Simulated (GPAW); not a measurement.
Write an ASE script for GPAW 26.7.0 that does the following.

| Item | Value |
| --- | --- |
| Task | band structure |
| Functional | PBEsol |
| Potentials or basis | PAW data sets generated in the run's folder for this functional |
| Cutoff | 600 eV |
| Basis | pw |
| k mesh | 5 × 5 × 3 |
| Occupations | fermi-dirac, width 0.05 eV |
| Spin | collinear spin, ferromagnetic start |
| Starting moments | [0.0, 0.0, 0.0, 0.0, 1.0, 1.0] μB |
| Maxiter | 150 |
| Band path | GXMGZRAZ,XR,MA |
| Band points | 60 |

NiGePd:

```
CELL_PARAMETERS angstrom
3.60946 0.00000 0.00000
0.00000 3.60946 0.00000
0.00000 0.00000 6.21631
ATOMIC_POSITIONS crystal
Pd 0.00000 0.50000 0.36025
Pd 0.50000 0.00000 0.63975
Ge 0.00000 0.50000 0.75599
Ge 0.50000 0.00000 0.24401
Ni 0.00000 0.00000 0.00000
Ni 0.50000 0.50000 0.00000
```

The cell comes from a database or a generator and needn't be the stable form of this composition.

One way to write it, as run:

run.py

```python
from ase import Atoms
from ase.dft.bandgap import bandgap
from ase.io import write
from ase.units import GPa
from gpaw import GPAW, PW, setup_paths

setup_paths.insert(0, '.')

atoms = Atoms(['Pd', 'Pd', 'Ge', 'Ge', 'Ni', 'Ni'],
              cell=[[3.60945918, 0.0, 0.0],
                    [0.0, 3.60945918, 0.0],
                    [0.0, 0.0, 6.21631086]],
              scaled_positions=[[0.0, 0.5, 0.36025244],
                                [0.5, 0.0, 0.63974756],
                                [0.0, 0.5, 0.75599387],
                                [0.5, 0.0, 0.24400613],
                                [0.0, 0.0, 0.0],
                                [0.5, 0.5, 0.0]],
              pbc=True)
atoms.set_initial_magnetic_moments([0.0, 0.0, 0.0, 0.0, 1.0, 1.0])

calc = GPAW(mode=PW(600),
            xc='PBEsol',
            kpts={'size': (5, 5, 3), 'gamma': True},
            occupations={'name': 'fermi-dirac', 'width': 0.05},
            nbands=61,
            convergence={'density': 1e-05, 'energy': 1e-05},
            maxiter=150,
            txt='gpaw.txt')
atoms.calc = calc
energy = atoms.get_potential_energy()
forces = atoms.get_forces()
stress = atoms.get_stress()
calc.write('gs.gpw')
write('result.traj', atoms)
print(f'Energy: {energy:.6f} eV')
print('Forces (eV/A):')
print(forces.round(4))
print('Stress (GPa):', (stress / GPa).round(3))
print('Moments:', calc.get_magnetic_moments().round(3))
print('Fermi level:', round(calc.get_fermi_level(), 4), 'eV')
print(f'Gap: {bandgap(calc)[0]:.4f} eV, direct: {bandgap(calc, direct=True)[0]:.4f} eV')

path = atoms.cell.bandpath('GXMGZRAZ,XR,MA', npoints=60, eps=1e-4)
bs_calc = calc.fixed_density(kpts=path, symmetry='off', nbands=85,
                             convergence={'bands': 'CBM+6.0', 'eigenstates': 1e-6}, txt='bands.txt')
bs = bs_calc.band_structure()
bs.write('bs.json')
print(f'Gap on the path: {bandgap(bs_calc)[0]:.4f} eV')
```

Potentials or basis: PAW data sets generated in the run's folder for this functional, pw.

Command:

```sh
$ gpaw-setup -f PBEsol Ge Ni Pd
$ OMP_NUM_THREADS=1 python run.py
```

Results of the run:

```
Pressure                : -1.6 GPa
Largest force           : 0.199 eV/Å
Band gap along the path : none (metal or under the smearing width)
Net moment              : 0.00 μB per cell
```

Caveat: the stock nickel data set gives pressures a few GPa off other programs.

Wall time 16 min on 1 thread of Arm Neoverse N1, with other jobs on the host, peak memory 0.79 GiB.
